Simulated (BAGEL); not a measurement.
**CH3BFNO (SMILES NC1(F)BO1): PBE0/6-31G(d) (density fitting with qzvpp-jkfit, spherical functions)**

Aim: the energy change on altering one bond length of CH3BFNO at PBE0/6-31G* (density fitting with qzvpp-jkfit, spherical functions), from 2 runs. 

The calculation is run with BAGEL 1.2.2.

4 further runs of the same task are left out: 4 set aside as unsound or not needed.

### Step 1. Starting point

CH3BFNO has 8 atoms, charge 0, and is taken as a singlet. SMILES: `NC1(F)BO1`. The shape is that of a PBE0-D4/def2-TZVP optimisation. This is one conformer, not always the lowest.

Bond lengths: N1–C2 1.387 Å, C2–F3 1.372 Å, C2–B4 1.510 Å, C2–O5 1.462 Å, B4–O5 1.335 Å, N1–H6 1.009 Å, N1–H7 1.013 Å, B4–H8 1.182 Å. Some angles: N1–C2–F3 113.8°, N1–C2–B4 127.1°, N1–C2–O5 115.3°, F3–C2–B4 118.6°, F3–C2–O5 108.3°, B4–C2–O5 53.3°, C2–B4–O5 61.5°, C2–O5–B4 65.2°, C2–N1–H6 112.2°, C2–N1–H7 112.6°.

### Step 2. The energy at PBE0/6-31G(d) (density fitting with qzvpp-jkfit, spherical functions)

The input, calc.json:

```json
{ "bagel": [

{
  "title": "molecule",
  "basis": "6-31gs.json",
  "df_basis": "qzvpp-jkfit",
  "angstrom": true,
  "geometry": [
    { "atom": "N", "xyz": [      -0.431000,       1.148400,       0.184600 ] },
    { "atom": "C", "xyz": [       0.054100,      -0.061200,      -0.289600 ] },
    { "atom": "F", "xyz": [       0.122100,      -0.132700,      -1.658300 ] },
    { "atom": "B", "xyz": [       0.337600,      -1.307200,       0.515100 ] },
    { "atom": "O", "xyz": [       1.346900,      -0.473000,       0.255300 ] },
    { "atom": "H", "xyz": [      -1.439500,       1.170100,       0.211400 ] },
    { "atom": "H", "xyz": [      -0.075300,       1.941600,      -0.336200 ] },
    { "atom": "H", "xyz": [       0.177200,      -2.343100,       1.061900 ] }
  ]
},

{ "title": "ks", "xc_func": "pbe0" },

{ "title": "print", "file": "orbitals.molden", "orbitals": true }

]}
```

The basis set 6-31G* is read from a file made from the Basis Set Exchange's data (not shown).

Run with:

```console
$ BAGEL_NUM_THREADS=1 BAGEL calc.json > calc.out
```

Log:

```text
* using 1 threads per process

  ===============================================================
  ===============================================================

  *** Geometry ***

  { "atom" : "N", "xyz" : [     -0.814472,      2.170161,      0.348843 ] },
  { "atom" : "C", "xyz" : [      0.102234,     -0.115651,     -0.547265 ] },
  { "atom" : "F", "xyz" : [      0.230736,     -0.250767,     -3.133733 ] },
  { "atom" : "B", "xyz" : [      0.637972,     -2.470250,      0.973398 ] },
  { "atom" : "O", "xyz" : [      2.545272,     -0.893840,      0.482447 ] },
  { "atom" : "H", "xyz" : [     -2.720261,      2.211169,      0.399488 ] },
  { "atom" : "H", "xyz" : [     -0.142296,      3.669092,     -0.635326 ] },
  { "atom" : "H", "xyz" : [      0.334859,     -4.427817,      2.006700 ] },

  Number of auxiliary basis functions:      435

  Since a DF basis is specified, we compute 2- and 3-index integrals:
    o Being stored without compression. Storage requirement is 0.020 GB

  Number of basis functions:       76
  Number of electrons      :       38

    * METHOD: MOLECULE                             0.19

  *** Kohn-Sham DFT ***

    * Removing 15871 points whose weight is below 1.00e-10
    * Grid points: 103377

  === Nuclear Repulsion ===
   167.4112862257

       - DIIS with orbital gradients will be used.

  === KS iteration (pbe0 / 6-31gs.json) ===
      0       -263.16316629          0.14657842           0.29
      1       -232.07355390          0.19887666           0.28
      2       -248.57728207          0.20654882           0.28
      3       -286.91667014          0.10378239           0.28
      4       -287.94452696          0.12201698           0.28
      5       -293.28990880          0.04788459           0.28
      6       -293.89675520          0.02914270           0.28
      7       -293.86369236          0.03470601           0.28
      8       -294.22923768          0.00539351           0.28
      9       -294.23229700          0.00450702           0.28
     10       -294.23994097          0.00039902           0.28
     11       -294.23998863          0.00019594           0.28
     12       -294.24000221          0.00003600           0.28
     13       -294.24000280          0.00000913           0.28
     14       -294.24000282          0.00000420           0.28
     15       -294.24000283          0.00000143           0.27
     16       -294.24000283          0.00000087           0.27
     17       -294.24000283          0.00000028           0.27
     18       -294.24000283          0.00000014           0.28
     19       -294.24000283          0.00000004           0.28
     20       -294.24000283          0.00000002           0.28
     21       -294.24000283          0.00000001           0.27
    * SCF iteration converged.

    * Permanent dipole moment:
           (    0.748236,    -0.195395,    -0.107197) a.u.

    * METHOD: KS                                   6.65

    * METHOD: PRINT                                0.01

  ===============================================================
```

It took 7.2 s on 1 thread of Arm Neoverse V1, shared host; peak memory 0.37 GiB.

### Step 3. The distorted shape, same level

The input, job.json:

```json
{ "bagel" : [

{
  "title" : "molecule",
  "basis" : "6-31gs.json",
  "df_basis" : "qzvpp-jkfit",
  "angstrom" : true,
  "geometry" : [
    { "atom" : "N", "xyz" : [      -0.503778,       1.329872,       0.255742 ] },
    { "atom" : "C", "xyz" : [       0.054100,      -0.061200,      -0.289600 ] },
    { "atom" : "F", "xyz" : [       0.122100,      -0.132700,      -1.658300 ] },
    { "atom" : "B", "xyz" : [       0.337600,      -1.307200,       0.515100 ] },
    { "atom" : "O", "xyz" : [       1.346900,      -0.473000,       0.255300 ] },
    { "atom" : "H", "xyz" : [      -1.512278,       1.351572,       0.282542 ] },
    { "atom" : "H", "xyz" : [      -0.148078,       2.123072,      -0.265058 ] },
    { "atom" : "H", "xyz" : [       0.177200,      -2.343100,       1.061900 ] }
  ]
},

{
  "title" : "ks",
  "xc_func" : "pbe0"
},

{
  "title" : "print",
  "file" : "orbitals.molden",
  "orbitals" : true
}

]}
```

The basis set 6-31G* is read from a file made from the Basis Set Exchange's data (not shown).

Run with:

```console
$ BAGEL_NUM_THREADS=1 BAGEL job.json > job.out
```

Log:

```text
* using 1 threads per process

  ===============================================================
  ===============================================================

  *** Geometry ***

  { "atom" : "N", "xyz" : [     -0.952002,      2.513094,      0.483282 ] },
  { "atom" : "C", "xyz" : [      0.102234,     -0.115651,     -0.547265 ] },
  { "atom" : "F", "xyz" : [      0.230736,     -0.250767,     -3.133733 ] },
  { "atom" : "B", "xyz" : [      0.637972,     -2.470250,      0.973398 ] },
  { "atom" : "O", "xyz" : [      2.545272,     -0.893840,      0.482447 ] },
  { "atom" : "H", "xyz" : [     -2.857791,      2.554101,      0.533927 ] },
  { "atom" : "H", "xyz" : [     -0.279827,      4.012025,     -0.500887 ] },
  { "atom" : "H", "xyz" : [      0.334859,     -4.427817,      2.006700 ] },

  Number of auxiliary basis functions:      435

  Since a DF basis is specified, we compute 2- and 3-index integrals:
    o Being stored without compression. Storage requirement is 0.020 GB

  Number of basis functions:       76
  Number of electrons      :       38

    * METHOD: MOLECULE                             0.19

  *** Kohn-Sham DFT ***

    * Removing 15394 points whose weight is below 1.00e-10
    * Grid points: 103854

  === Nuclear Repulsion ===
   162.1721748282

       - DIIS with orbital gradients will be used.

  === KS iteration (pbe0 / 6-31gs.json) ===
      0       -257.75739436          0.14623068           0.29
      1       -211.07487060          0.16164014           0.28
      2       -248.27570979          0.19214138           0.28
      3       -272.17706984          0.15046613           0.28
      4       -273.96602638          0.17146530           0.28
      5       -274.12838179          0.16925866           0.28
      6       -274.69633640          0.16959657           0.29
      7       -169.20994811          0.21533379           0.28
      8       -278.75894495          0.12644075           0.28
      9       -287.05865173          0.10741303           0.28
     10       -294.07827828          0.01941076           0.28
     11       -294.01223622          0.02337201           0.28
     12       -294.21479786          0.00307579           0.28
     13       -294.21758983          0.00119328           0.28
     14       -294.21812233          0.00036122           0.28
     15       -294.21816552          0.00015937           0.28
     16       -294.21817331          0.00005781           0.27
     17       -294.21817435          0.00001666           0.28
     18       -294.21817444          0.00000355           0.27
     19       -294.21817445          0.00000122           0.27
     20       -294.21817445          0.00000035           0.27
     21       -294.21817445          0.00000019           0.27
     22       -294.21817445          0.00000005           0.27
     23       -294.21817445          0.00000005           0.27
     24       -294.21817445          0.00000002           0.27
     25       -294.21817445          0.00000001           0.27
    * SCF iteration converged.

    * Permanent dipole moment:
           (    0.653610,    -0.029737,    -0.049657) a.u.

    * METHOD: KS                                   7.73

    * METHOD: PRINT                                0.01

  ===============================================================
```

Wall time 8.1 s (1 thread of Arm Neoverse V1, shared host); peak memory 0.38 GiB.

### Step 4. Summary of results

At PBE0/6-31G* (density fitting with qzvpp-jkfit, spherical functions):

| quantity | value |
| --- | --- |
| first shape: total energy | -294.24000 Eh |
| first shape: dipole moment | 1.98 D |
| first shape: HOMO energy | -7.77 eV |
| first shape: LUMO energy | -0.23 eV |
| first shape: HOMO–LUMO gap | 7.54 eV |
| distorted shape: total energy | -294.21817 Eh |
| distorted shape: dipole moment | 1.67 D |
| distorted shape: HOMO energy | -7.50 eV |
| distorted shape: LUMO energy | -0.43 eV |
| distorted shape: HOMO–LUMO gap | 7.06 eV |
| energy change with the N1–C2 bond stretched from 1.387 to 1.595 Å | 0.594 eV |

What this shows: With the N1–C2 bond stretched from 1.387 to 1.595 Å the energy rises by 0.59 eV (57.3 kJ/mol). The first shape isn't relaxed at this level, so the change isn't measured from a minimum.
